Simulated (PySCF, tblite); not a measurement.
**H8NPSi3 (triplet), a small gas-phase stand-in for a defect centre: EPR parameters**

Aim: the EPR parameters of `[SiH3]N[Si]P[SiH3]`. It is drawn as: twofold Si.

Computed with tblite 0.8.0 and PySCF 2.14.0; each step states its level. No surroundings beyond the atoms listed, unless a continuum is named. Atoms count from 0, parts from 1.

## Step 1: The system as given

13 atoms, charge 0, multiplicity 3; geometry: distance geometry start.

## Step 2: Geometry optimisation with GFN2-xTB

Job settings and geometry (Å):

```
{"job": {"kind": "relax", "xc": "GFN2-xTB", "basis": "xTB"}, "charge": 0, "multiplicity": 3}
Si    -0.212924     0.489328    -0.086953
N     -1.520768    -0.368406    -0.734183
Si    -2.970272     0.149353    -0.010827
P      1.384919    -1.043641    -0.123875
Si     3.059705     0.372368     0.237007
H     -1.379603    -1.350456    -0.568040
H     -3.148820     1.592123    -0.243413
H     -4.078416    -0.628107    -0.617218
H     -2.899776    -0.138763     1.451441
H      1.532387    -1.136519    -1.530015
H      2.974563     1.484006    -0.732474
H      2.934133     0.936215     1.625543
H      4.339379    -0.341613     0.087212
```

Level: GFN2-xTB geometry optimisation, gas phase.

The run is started by

```bash
OMP_NUM_THREADS=1 python cluster_run.py task.json out
```

This one command runs all jobs of the session in turn.

**Question.** The jobs that follow are: PBE0-D3(BJ)/def2-SVP geometry optimisation, gas phase; UKS B3LYP, IGLO-III on N P Si, pcH-1 on H, non-relativistic, mean-field spin-orbit, GIAO; UKS BHandHLYP, IGLO-III on N P Si, pcH-1 on H, non-relativistic, mean-field spin-orbit, GIAO. Predict: point group; rotational constants (main isotopes); D, E (B3LYP); g(iso) (B3LYP); ⟨S²⟩; largest a(iso).

As calculated:

```
                            quantity                    value
                         point group                       C1
rotational constants (main isotopes)     3.61, 0.79, 0.72 GHz
                        D, E (B3LYP)      -3.735, -0.021 cm⁻¹
                      g(iso) (B3LYP)                  2.00237
                                ⟨S²⟩       2.005 (exact 2.00)
                      largest a(iso)  29Si on Si0, -419.4 MHz
```

**Reading.** The start of the PBE0/def2-SVP relaxation was shaken at random by about 0.01 Å, so part of the energy gained, and of the first lengths quoted, undoes that. Relaxing lowered the energy by 0.300 eV in 12 steps; the close pair that moved most is P3–H9, from 1.352 to 1.430 Å (PBE0/def2-SVP). Si0 carries the largest spin population, 1.56 e. The isotropic g lies 0.0 ppt above the free-electron value. The coupling of 29Si on Si0 runs from -449.8 (BHandHLYP/IGLO-III+pcH-1) to -419.4 MHz (B3LYP/IGLO-III+pcH-1). The triplet was assumed; the singlet may lie lower. A capped cluster stands for the solid here, so long-range fields and strain are missing, and bands or shifts of the capping hydrogens have no counterpart in it.
